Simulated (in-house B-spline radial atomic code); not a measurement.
**Cu⁺: density, ELF and screening along the radius**

Aim: the shell structure of Cu⁺ in the radial density, the electron localisation function and the screened nuclear charge, under several settings.

Program: in-house B-spline radial atomic code version 1. Level of theory: several methods, spin-polarised, as named in each step; spherical all-electron atom at the radial basis limit. These are calculated values, not measurements, unless marked.

### 1 The atom as given

| Item | Value |
| --- | --- |
| element | copper (Z = 29) |
| charge | +1 |
| electrons | 28 |
| configuration | [Ar] 3d10 |
| nucleus | point (non-relativistic runs) or finite (X2C runs) |

The outer shells:

[Ar] 3d10
```
[Ar] core
3d [↑↓][↑↓][↑↓][↑↓][↑↓]
```

Where spins are not typed, each open shell is filled with up spins first.

### 2 Hartree-Fock, X2C

Settings of the run:

```ini
Z = 29
electrons = 28.0
configuration = [Ar] 3d10
hamiltonian = x2c
method = hf
spin_polarised = True
nucleus = fermi
rms_radius = 3.8823
mass_number = 63
atomic_mass = 62.929597119
speed_of_light = 137.035999084
```

The run is started by

```console
> python run_scf.py task.json out
```

The settings of every run stand in task.json; they run in order.

Main fields of the result record, rounded:

```text
{
  "status": "converged",
  "scf [iteration, energy, orbital gradient]": [
    [1, -1651.95674114, 0.389],
    [2, -1652.00040197, 0.179],
    [3, -1652.94238014, 0.023],
    [4, -1652.95020991, 0.00633],
    [5, -1652.95024909, 0.00417],
    [6, -1652.95059891, 0.00145],
    [7, -1652.95066975, 0.000201],
    [8, -1652.95067058, 4.28e-06],
    [9, -1652.95067059, 6.24e-07],
    [10, -1652.95067059, 1e-07]
  ],
  "energy [hartree]": {"total": -1652.95067059, "kinetic": 1682.43202602, "nuclear": -3981.0219968, "coulomb": 712.103353486, "exact_exchange": -66.4640532923},
  "orbitals [hartree, bohr; up spins, the down spins are equal]": [
    ["name", "occ", "eps", "<r>", "<r^2>", "<1/r>", "r_max"],
    ["1s up", 1.0, -332.80915, 0.051755, 0.0036159, 29.645, 0.033728],
    ["2s up", 1.0, -41.969474, 0.23384, 0.064586, 6.4372, 0.19602],
    ["2p up", 3.0, -36.114642, 0.20604, 0.05207, 6.2195, 0.15817],
    ["3s up", 1.0, -5.4711801, 0.71363, 0.58861, 1.9922, 0.61432],
    ["3p up", 3.0, -3.6826307, 0.7532, 0.67067, 1.8255, 0.62309],
    ["3d up", 5.0, -0.80281232, 0.98277, 1.2946, 1.3932, 0.61529]
  ],
  "sum_r [bohr^k]": {"-1": 138.3505, "1": 17.58155, "2": 18.59643},
  "specific_mass_shift [hartree m_e]": -408.3896,
  "radius_at_0.001 [bohr]": 3.166,
  "radius_enclosing_fraction [bohr]": {"0.5": 0.5389, "0.9": 1.275, "0.99": 2.41},
  "slater [hartree]": {
    "F0(3p up,3p up)": 1.2015,
    "F2(3p up,3p up)": 0.5998,
    "F0(3p up,3p down)": 1.2015,
    "F2(3p up,3p down)": 0.5998,
    "F0(3p up,3d up)": 1.0639,
    "F2(3p up,3d up)": 0.49269,
    "G1(3p up,3d up)": 0.61081,
    "G3(3p up,3d up)": 0.36726,
    "F0(3p up,3d down)": 1.0639,
    "F2(3p up,3d down)": 0.49269,
    "F0(3p down,3p down)": 1.2015,
    "F2(3p down,3p down)": 0.5998,
    "F0(3p down,3d up)": 1.0639,
    "F2(3p down,3d up)": 0.49269,
    "F0(3p down,3d down)": 1.0639,
    "F2(3p down,3d down)": 0.49269,
    "G1(3p down,3d down)": 0.61081,
    "G3(3p down,3d down)": 0.36726,
    "F0(3d up,3d up)": 0.95844,
    "F2(3d up,3d up)": 0.43081,
    "F4(3d up,3d up)": 0.2657,
    "F0(3d up,3d down)": 0.95844,
    "F2(3d up,3d down)": 0.43081,
    "F4(3d up,3d down)": 0.2657,
    "F0(3d down,3d down)": 0.95844,
    "F2(3d down,3d down)": 0.43081,
    "F4(3d down,3d down)": 0.2657
  }
}
```

It took 0.38 s on 1 thread, shared host.

radius_at_0.001 is where the density falls to 0.001 electrons per bohr³.

The record's radial tables, every 2nd point:

| r (bohr) | 4πr²n (1/bohr) | ELF | screened charge r·V (e) | reduced gradient s |
| --- | --- | --- | --- | --- |
| 0.00606 | 6.407 | 0.9996 | 28.17 | 0.5168 |
| 0.00871 | 10.91 | 0.9993 | 27.82 | 0.5014 |
| 0.0125 | 17.41 | 0.9988 | 27.33 | 0.5093 |
| 0.0180 | 25.48 | 0.9969 | 26.66 | 0.5430 |
| 0.0258 | 32.67 | 0.9892 | 25.77 | 0.6069 |
| 0.0371 | 35.35 | 0.9408 | 24.63 | 0.7041 |
| 0.0533 | 31.79 | 0.6536 | 23.19 | 0.7798 |
| 0.0766 | 27.82 | 0.2906 | 21.39 | 0.6000 |
| 0.110 | 32.49 | 0.4539 | 19.15 | 0.3034 |
| 0.158 | 40.09 | 0.7806 | 16.51 | 0.3735 |
| 0.227 | 33.05 | 0.7403 | 13.68 | 0.6249 |
| 0.326 | 19.05 | 0.2297 | 10.77 | 0.6427 |
| 0.469 | 19.90 | 0.4542 | 7.616 | 0.2033 |
| 0.674 | 22.18 | 0.7673 | 4.595 | 0.3857 |
| 0.968 | 13.25 | 0.6649 | 2.498 | 0.6822 |
| 1.39 | 4.708 | 0.3175 | 1.480 | 1.074 |
| 2.00 | 1.229 | 0.08978 | 1.111 | 1.690 |
| 2.87 | 0.2238 | 0.01671 | 1.015 | 3.290 |

### 3 r2SCAN, X2C

Settings: those of step 2 with these lines changed.

```diff
@@ -4,3 +4,3 @@
 hamiltonian = x2c
-method = hf
+method = r2scan
 spin_polarised = True
```

Result record:

```text
{
  "status": "converged",
  "scf [iteration, energy, orbital gradient]": [
    [1, -1654.4846422, 0.0538],
    [2, -1654.4864226, 0.00742],
    [3, -1654.48722849, 0.00788],
    [4, -1654.48776465, 0.00586],
    [5, -1654.47832599, 0.0169],
    [6, -1654.48916742, 0.000178],
    [7, -1654.48916853, 1.74e-06],
    [8, -1654.48916853, 8.17e-07],
    [9, -1654.48916853, 8.35e-08]
  ],
  "energy [hartree]": {"total": -1654.48916853, "kinetic": 1682.88959577, "nuclear": -3979.82112774, "coulomb": 710.316872667, "xc": -67.8745092206},
  "orbitals [hartree, bohr; up spins, the down spins are equal]": [
    ["name", "occ", "eps", "<r>"],
    ["1s up", 1.0, -326.27655, 0.051794],
    ["2s up", 1.0, -39.693552, 0.23455],
    ["2p up", 3.0, -34.234175, 0.20626],
    ["3s up", 1.0, -4.6653056, 0.71251],
    ["3p up", 3.0, -3.0471038, 0.75099],
    ["3d up", 5.0, -0.50096199, 1.0068]
  ],
  "sum_r [bohr^k]": {"-1": 138.3096, "1": 17.80895, "2": 19.54815}
}
```

Run time: 0.45 s. Hardware: 1 thread, shared host.

Meta-GGA runs start from a PBE run whose iterations are not counted.

Fields along the radius, from the same record (one point in 4):

| r (bohr) | 4πr²n (1/bohr) | ELF | screened charge r·V (e) | reduced gradient s |
| --- | --- | --- | --- | --- |
| 0.00610 | 6.476 | 0.9996 | 28.16 | 0.5166 |
| 0.0126 | 17.58 | 0.9987 | 27.32 | 0.5102 |
| 0.0261 | 32.83 | 0.9884 | 25.74 | 0.6097 |
| 0.0540 | 31.62 | 0.6365 | 23.13 | 0.7783 |
| 0.112 | 32.97 | 0.4749 | 19.03 | 0.2993 |
| 0.231 | 32.32 | 0.7228 | 13.55 | 0.6363 |
| 0.478 | 20.27 | 0.4883 | 7.484 | 0.2056 |
| 0.988 | 12.40 | 0.6469 | 2.488 | 0.7081 |
| 2.04 | 1.209 | 0.08858 | 1.130 | 1.609 |

### 4 AM05, X2C

Settings: those of step 3 with these lines changed.

```diff
@@ -4,3 +4,3 @@
 hamiltonian = x2c
-method = r2scan
+method = am05
 spin_polarised = True
```

Result record:

```text
{
  "status": "converged",
  "scf [iteration, energy, orbital gradient]": [
    [1, -1650.89178069, 0.293],
    [2, -1649.24836877, 0.301],
    [3, -1648.9193224, 0.248],
    [4, -1649.97728514, 0.241],
    [5, -1607.44001978, 0.773],
    [6, -1651.10977633, 0.122],
    [7, -1651.5997277, 0.0816],
    [8, -1651.81110542, 0.021],
    [9, -1651.82855333, 0.0034],
    [10, -1651.82912788, 0.000141],
    [11, -1651.8291288, 8.34e-06],
    [12, -1651.8291288, 2.24e-08]
  ],
  "energy [hartree]": {"total": -1651.8291288, "kinetic": 1679.61112571, "nuclear": -3975.71149272, "coulomb": 709.387907675, "xc": -65.1166694632},
  "orbitals [hartree, bohr; up spins, the down spins are equal]": [
    ["name", "occ", "eps", "<r>"],
    ["1s up", 1.0, -324.66078, 0.05185],
    ["2s up", 1.0, -39.244891, 0.2353],
    ["2p up", 3.0, -33.94124, 0.20651],
    ["3s up", 1.0, -4.5065789, 0.71392],
    ["3p up", 3.0, -2.956064, 0.75147],
    ["3d up", 5.0, -0.50121092, 1.0125]
  ],
  "sum_r [bohr^k]": {"-1": 138.1646, "1": 17.87523, "2": 19.78345}
}
```

Run time: 0.31 s. Hardware: 1 thread, shared host.

Fields along the radius, from the same record (one point in 4):

| r (bohr) | 4πr²n (1/bohr) | ELF | screened charge r·V (e) | reduced gradient s |
| --- | --- | --- | --- | --- |
| 0.00611 | 6.471 | 0.9996 | 28.16 | 0.5170 |
| 0.0126 | 17.53 | 0.9987 | 27.32 | 0.5104 |
| 0.0262 | 32.81 | 0.9882 | 25.73 | 0.6104 |
| 0.0541 | 31.59 | 0.6343 | 23.13 | 0.7768 |
| 0.112 | 32.96 | 0.4738 | 19.04 | 0.3014 |
| 0.232 | 32.14 | 0.7162 | 13.53 | 0.6369 |
| 0.480 | 20.35 | 0.4928 | 7.462 | 0.2139 |
| 0.993 | 12.19 | 0.6427 | 2.492 | 0.7111 |
| 2.05 | 1.215 | 0.08992 | 1.133 | 1.596 |

### 5 TPSSh, X2C

Settings: those of step 4 with these lines changed.

```diff
@@ -4,3 +4,3 @@
 hamiltonian = x2c
-method = am05
+method = tpssh
 spin_polarised = True
```

Result record:

```text
{
  "status": "converged",
  "scf [iteration, energy, orbital gradient]": [
    [1, -1654.51904049, 0.0453],
    [2, -1654.5211329, 0.00406],
    [3, -1654.52142848, 0.00411],
    [4, -1654.5215957, 0.00264],
    [5, -1654.51978613, 0.00753],
    [6, -1654.52189652, 0.00019],
    [7, -1654.52189805, 7.46e-06],
    [8, -1654.52189806, 4.47e-07],
    [9, -1654.52189806, 2.86e-08]
  ],
  "energy [hartree]": {"total": -1654.52189806, "kinetic": 1682.91937208, "nuclear": -3979.55761304, "coulomb": 710.000533594, "exact_exchange": -6.62914552857, "xc": -61.2550451607},
  "orbitals [hartree, bohr; up spins, the down spins are equal]": [
    ["name", "occ", "eps", "<r>"],
    ["1s up", 1.0, -326.56714, 0.051753],
    ["2s up", 1.0, -39.692749, 0.23457],
    ["2p up", 3.0, -34.236383, 0.20625],
    ["3s up", 1.0, -4.6623389, 0.71279],
    ["3p up", 3.0, -3.0572013, 0.75134],
    ["3d up", 5.0, -0.52692141, 1.0084]
  ],
  "sum_r [bohr^k]": {"-1": 138.3009, "1": 17.82776, "2": 19.60519}
}
```

Run time: 0.59 s. Hardware: 1 thread, shared host.

Fields along the radius, from the same record (one point in 4):

| r (bohr) | 4πr²n (1/bohr) | ELF | screened charge r·V (e) | reduced gradient s |
| --- | --- | --- | --- | --- |
| 0.00610 | 6.478 | 0.9996 | 28.16 | 0.5166 |
| 0.0126 | 17.58 | 0.9987 | 27.32 | 0.5102 |
| 0.0261 | 32.84 | 0.9885 | 25.74 | 0.6098 |
| 0.0540 | 31.61 | 0.6358 | 23.13 | 0.7786 |
| 0.112 | 32.98 | 0.4744 | 19.03 | 0.2991 |
| 0.231 | 32.29 | 0.7220 | 13.56 | 0.6362 |
| 0.478 | 20.29 | 0.4868 | 7.489 | 0.2079 |
| 0.989 | 12.34 | 0.6453 | 2.492 | 0.7069 |
| 2.05 | 1.194 | 0.08806 | 1.128 | 1.627 |

### 6 Results

| run | total energy (hartree) | highest level (eV) | radius holding 50 / 90 / 99 % (bohr) | radius at n = 0.001 (bohr) | ELF minima on the full grid (bohr) |
| --- | --- | --- | --- | --- | --- |
| Hartree-Fock, X2C | -1652.9507 | -21.846 | 0.539 / 1.27 / 2.41 | 3.17 | 0.077, 0.39 |
| r2SCAN, X2C | -1654.4892 | -13.632 | 0.538 / 1.29 / 2.56 | 3.29 | 0.078, 0.33 |
| AM05, X2C | -1651.8291 | -13.639 | 0.537 / 1.30 / 2.58 | 3.31 | 0.078, 0.33 |
| TPSSh, X2C | -1654.5219 | -14.338 | 0.538 / 1.30 / 2.56 | 3.29 | 0.078, 0.33 |

In the first run ELF has 2 minima on the grid, which mark the borders between shells. On the record's full grid the screened charge (r times the electrostatic potential) falls from 28.9 near the nucleus to 1.00 at 3.4 bohr; far out it tends to the net charge, 1. The radius that holds 99 % of the electrons runs from 2.41 bohr (Hartree-Fock, X2C) to 2.58 bohr (AM05, X2C). The grid is coarse (about 20 % a step), so the places of minima are rough. For X2C runs ELF uses the non-relativistic kinetic energy density, and the fields carry no picture-change correction.
